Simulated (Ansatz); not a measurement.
# Si35H42 off rod (Si35H42): trial inputs and their diagnosis

1 input was typed for Si35H42 off rod (Si35H42). Each is run as it stands; the log then has to tell whether the result can be used.

The runs use Ansatz 0.2.0, Gaussian basis; the settings change from run to run.

1 further run of the same task is left out (set aside as unsound or not needed). Runs told in other sessions of the task aren't counted.

### Step 1. The geometry

The geometry comes from an earlier relaxation with r2SCAN-D4/def2-SVP; it is a stationary point, not always the lowest conformer.

77 atoms, charge 0, spin multiplicity 1.

Atoms are counted from 1 here; the program's logs count them from 0.

Bond lengths: Si1–Si2 2.368 Å, Si1–Si8 2.349 Å, Si1–H36 1.499 Å, Si1–H37 1.499 Å, Si2–Si10 2.349 Å, Si2–H38 1.499 Å, Si2–H39 1.499 Å, Si3–Si4 2.366 Å, Si3–Si9 2.349 Å, Si3–H40 1.499 Å, Si3–H41 1.499 Å, Si4–Si11 2.349 Å, Si4–H42 1.499 Å, Si4–H43 1.499 Å, Si5–Si6 2.350 Å, Si5–Si22 2.352 Å, Si5–H44 1.499 Å, Si5–H45 1.499 Å and more. Angles: Si2–Si1–Si8 110.4°, Si2–Si1–H36 109.8°, Si2–Si1–H37 109.8°, Si8–Si1–H36 109.4°, Si8–Si1–H37 109.4°, H36–Si1–H37 108.2°, Si1–Si2–Si10 110.6°, Si1–Si2–H38 110.0°, Si1–Si2–H39 110.0°, Si10–Si2–H38 109.2°, Si10–Si2–H39 109.2°, H38–Si2–H39 107.9°, Si4–Si3–Si9 110.3°, Si4–Si3–H40 110.2°, Si4–Si3–H41 110.0°, Si9–Si3–H40 109.4°, Si9–Si3–H41 108.9°, H40–Si3–H41 108.0° and more.

### Step 2. Input 1

File in.yaml:

```yaml
crystal:
  periodic: [true, true, true]
  atoms:
    - {symbol: Si, position_ang: [-3.255458, -1.880137, -2.968434]}
    - {symbol: Si, position_ang: [-3.248336, -1.874882, -0.600744]}
    - {symbol: Si, position_ang: [0.570687, -4.084575, 0.209851]}
    - {symbol: Si, position_ang: [0.544891, -4.087612, 2.575742]}
    - {symbol: Si, position_ang: [0.545574, -1.903918, -6.979884]}
    - {symbol: Si, position_ang: [-1.342853, -0.771868, -6.159429]}
    - {symbol: Si, position_ang: [0.546125, -1.896091, -2.964741]}
    - {symbol: Si, position_ang: [-1.351547, -0.779249, -3.793559]}
    - {symbol: Si, position_ang: [0.561694, -1.881077, -0.603340]}
    - {symbol: Si, position_ang: [-1.341145, -0.774698, 0.216619]}
    - {symbol: Si, position_ang: [0.560373, -1.886521, 3.396104]}
    - {symbol: Si, position_ang: [-1.344321, -0.778253, 2.579896]}
    - {symbol: Si, position_ang: [0.545017, -1.902479, 5.760937]}
    - {symbol: Si, position_ang: [-1.369068, -0.794850, 6.563688]}
    - {symbol: Si, position_ang: [-1.379314, 1.430510, -6.977390]}
    - {symbol: Si, position_ang: [-1.370098, 1.422069, -2.963001]}
    - {symbol: Si, position_ang: [-1.347692, 1.426767, -0.601788]}
    - {symbol: Si, position_ang: [-3.249903, 2.536597, 0.213505]}
    - {symbol: Si, position_ang: [-1.351310, 1.424926, 3.397906]}
    - {symbol: Si, position_ang: [-3.264932, 2.513180, 2.579299]}
    - {symbol: Si, position_ang: [-1.371564, 1.417065, 5.763035]}
    - {symbol: Si, position_ang: [2.565940, -1.043855, -6.137413]}
    - {symbol: Si, position_ang: [2.468756, -0.825468, -3.789121]}
    - {symbol: Si, position_ang: [2.469348, -0.768242, 0.201050]}
    - {symbol: Si, position_ang: [2.461197, -0.770331, 2.569348]}
    - {symbol: Si, position_ang: [2.447410, -0.795304, 6.587290]}
    - {symbol: Si, position_ang: [0.385352, 2.738288, -6.137768]}
    - {symbol: Si, position_ang: [2.425840, 1.401889, -3.034338]}
    - {symbol: Si, position_ang: [0.517887, 2.552008, -3.788396]}
    - {symbol: Si, position_ang: [2.468260, 1.424148, -0.659345]}
    - {symbol: Si, position_ang: [0.571069, 2.521322, 0.202883]}
    - {symbol: Si, position_ang: [2.474475, 1.425638, 3.413471]}
    - {symbol: Si, position_ang: [0.565689, 2.513093, 2.571405]}
    - {symbol: Si, position_ang: [2.456810, 1.414179, 5.779482]}
    - {symbol: Si, position_ang: [0.539164, 2.510050, 6.589130]}
    - {symbol: H, position_ang: [-3.270819, -3.291645, -3.471734]}
    - {symbol: H, position_ang: [-4.486637, -1.190765, -3.473212]}
    - {symbol: H, position_ang: [-3.263557, -3.282010, -0.085067]}
    - {symbol: H, position_ang: [-4.473795, -1.182501, -0.086186]}
    - {symbol: H, position_ang: [-0.624779, -4.816069, -0.321111]}
    - {symbol: H, position_ang: [1.800171, -4.781249, -0.289296]}
    - {symbol: H, position_ang: [-0.686312, -4.782816, 3.072563]}
    - {symbol: H, position_ang: [1.739561, -4.824979, 3.100024]}
    - {symbol: H, position_ang: [0.468221, -3.337556, -6.550283]}
    - {symbol: H, position_ang: [0.549470, -1.864945, -8.477958]}
    - {symbol: H, position_ang: [-2.572507, -1.481844, -6.649069]}
    - {symbol: H, position_ang: [0.508291, -3.317882, -3.447774]}
    - {symbol: H, position_ang: [-2.574125, -1.488357, 3.068934]}
    - {symbol: H, position_ang: [0.539471, -3.326005, 6.238344]}
    - {symbol: H, position_ang: [-2.605285, -1.508482, 6.109355]}
    - {symbol: H, position_ang: [-1.352849, -0.786245, 8.062821]}
    - {symbol: H, position_ang: [-1.348343, 1.415978, -8.475573]}
    - {symbol: H, position_ang: [-2.655795, 2.083737, -6.541717]}
    - {symbol: H, position_ang: [-2.620585, 2.100121, -3.445366]}
    - {symbol: H, position_ang: [-4.482153, 1.869149, -0.317746]}
    - {symbol: H, position_ang: [-3.237890, 3.950258, -0.284201]}
    - {symbol: H, position_ang: [-4.482595, 1.794252, 3.075796]}
    - {symbol: H, position_ang: [-3.305593, 3.916249, 3.104461]}
    - {symbol: H, position_ang: [-2.606585, 2.123939, 6.242125]}
    - {symbol: H, position_ang: [3.656561, -2.019230, -6.466684]}
    - {symbol: H, position_ang: [2.902105, 0.259723, -6.791359]}
    - {symbol: H, position_ang: [3.685513, -1.479507, -3.200580]}
    - {symbol: H, position_ang: [3.694894, -1.496554, -0.268652]}
    - {symbol: H, position_ang: [3.683114, -1.499026, 3.048793]}
    - {symbol: H, position_ang: [3.689245, -1.509379, 6.148597]}
    - {symbol: H, position_ang: [2.413308, -0.782490, 8.085953]}
    - {symbol: H, position_ang: [1.679242, 2.358039, -6.786018]}
    - {symbol: H, position_ang: [0.104583, 4.171902, -6.475547]}
    - {symbol: H, position_ang: [3.649950, 2.108969, -3.539106]}
    - {symbol: H, position_ang: [0.559478, 3.933806, -3.202499]}
    - {symbol: H, position_ang: [3.706656, 2.138511, -0.200789]}
    - {symbol: H, position_ang: [0.553228, 3.947171, -0.265780]}
    - {symbol: H, position_ang: [3.705636, 2.136975, 2.932316]}
    - {symbol: H, position_ang: [0.545945, 3.935313, 3.052049]}
    - {symbol: H, position_ang: [3.685126, 2.123125, 6.270528]}
    - {symbol: H, position_ang: [0.534388, 2.472525, 8.087717]}
    - {symbol: H, position_ang: [0.541328, 3.943075, 6.152182]}
basis:
  gaussian: {orbitals: def2-SVP, fitting: {mean_field: def2-universal-jkfit}, point_charges: [{charge: 2.00, position_ang: [6.998, -0.533, -0.222]}]}
magnetization: {spin_polarized: true, initial_magnetization: 0}
hamiltonian: {xc: {name: B2PLYP}}
output: {forces: true}
```

Command:

```console
> ansatz run in.yaml --threads 11 --pin off --events-out ev --progress --plain --max-ram 174080MiB --backend cuda --devices 0, --max-vram 75GiB
```

**Question.** What will the summary of the whole plan be?

The runs gave:

| input | level | ended | cause | time |
| --- | --- | --- | --- | --- |
| 1 | B2PLYP/def2-SVP | refused | the molecule is marked periodic without a cell | 0.05 s |

1 refused. A refusal costs next to no computing time.
